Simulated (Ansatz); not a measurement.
# CH₆SiSn: a ladder of functionals and wavefunction methods

One table from this session's results is given with a row withheld; the runs are named, their logs left out.

Computed with Ansatz 0.2.0, Gaussian basis. Level: functionals in def2-TZVPP, the program's frozen cores in correlated methods.

Plan: LDA (SPW92), PBE-D4, revPBE-D4, BLYP-D4, r2SCAN-D4, B97M-V, PBE0-D4, B3LYP-D4, r2SCANh-D4, r2SCAN0-D4, HSE06-D4, BHLYP-D4, CAM-B3LYP-D4, LC-ωPBE, ωB97X-V, ωB97M-V, B2PLYP, PBE-QIDH; CCSD(T)/def2-SVP; CCSD(T)/def2-TZVPP; MP2/def2-QZVPP; extrapolation to the limit; RPA on PBE.

2 further runs of the same task are left out: 2 for a known fault of the program.

## The relaxed structure

All runs share one geometry, relaxed beforehand with PBE0-D4 in a triple-zeta def2 set. Sn takes the def2 core potential; no spin-orbit term is included.

SMILES `[CH2]1[SiH2][SnH2]1`, 9 atoms, charge 0, spin multiplicity 1.

Atoms are counted from 1 here; the program's logs count them from 0.

Bond lengths: C1–Si2 1.867 Å, C1–Sn3 2.224 Å, C1–H4 1.087 Å, C1–H5 1.087 Å, Si2–Sn3 2.471 Å, Si2–H6 1.483 Å, Si2–H7 1.483 Å, Sn3–H8 1.697 Å, Sn3–H9 1.697 Å. Angles: Si2–C1–Sn3 73.7°, Si2–C1–H4 117.8°, Si2–C1–H5 117.7°, Sn3–C1–H4 115.4°, Sn3–C1–H5 115.3°, H4–C1–H5 112.0°, C1–Si2–Sn3 59.8°, C1–Si2–H6 117.6°, C1–Si2–H7 117.5°, Sn3–Si2–H6 120.2°, Sn3–Si2–H7 120.1°, H6–Si2–H7 112.2°, C1–Sn3–Si2 46.5°, C1–Sn3–H8 112.2°, C1–Sn3–H9 112.2°, Si2–Sn3–H8 123.3°, Si2–Sn3–H9 123.4°, H8–Sn3–H9 113.4°.

The first run:

Input file in.yaml:

```yaml
crystal:
  periodic: [false, false, false]
  atoms:
    - {symbol: C, position_ang: [-0.774686, 0.089128, -0.686908]}
    - {symbol: Si, position_ang: [0.857940, 0.931340, -0.355899]}
    - {symbol: Sn, position_ang: [0.114619, -0.945703, 1.068835]}
    - {symbol: H, position_ang: [-0.860542, -0.512293, -1.588441]}
    - {symbol: H, position_ang: [-1.683734, 0.649703, -0.483777]}
    - {symbol: H, position_ang: [0.822204, 2.320684, 0.161890]}
    - {symbol: H, position_ang: [1.946048, 0.729965, -1.343388]}
    - {symbol: H, position_ang: [0.482664, -2.569020, 0.737648]}
    - {symbol: H, position_ang: [-0.816014, -0.739904, 2.473042]}
basis:
  gaussian: {orbitals: def2-TZVPP}
hamiltonian: {xc: lda}
output: {orbitals: {seedname: orbitals}}
```

Run with:

```bash
> ansatz run in.yaml --threads 2 --pin off --events-out ev --progress --plain --max-ram 4352MiB
```

Among the steps run: LDA; PBE-D4 (GGA); revPBE-D4 (GGA); BLYP-D4 (GGA); r2SCAN-D4 (meta-GGA); B97M-V (meta-GGA); PBE0-D4 (hybrid); B3LYP-D4 (hybrid); r2SCANh-D4 (hybrid); r2SCAN0-D4 (hybrid); HSE06-D4 (hybrid); BHLYP-D4 (hybrid); CAM-B3LYP-D4 (range-separated); LC-ωPBE (range-separated); ωB97X-V (range-separated); ωB97M-V (range-separated); B2PLYP (double hybrid); PBE-QIDH (double hybrid).

One table of the session follows, with a row left open; its other results are not shown here.

It belongs to the step «Frontier levels by functional». 

```
  functional  HOMO (eV)  gap (eV)
 LDA (SPW92)      -5.47      3.62
      PBE-D4          ?         ?
   revPBE-D4      -5.27      3.67
     BLYP-D4      -5.17      3.58
   r2SCAN-D4      -5.50      4.07
      B97M-V      -5.52      4.00
     PBE0-D4      -6.23      5.36
    B3LYP-D4      -6.05      4.94
  r2SCANh-D4      -5.84      4.68
  r2SCAN0-D4      -6.35      5.61
    HSE06-D4      -5.85      4.61
    BHLYP-D4      -7.01      6.96
CAM-B3LYP-D4      -7.39      7.45
     LC-ωPBE      -8.60      9.73
     ωB97X-V      -8.31      9.35
     ωB97M-V      -8.19      8.97
```

**Question.** Estimate the row for PBE-D4.

As computed: HOMO (eV): -5.32; gap (eV): 3.65. In the column «HOMO (eV)» it lies between LDA (SPW92) (-5.47) and revPBE-D4 (-5.27).
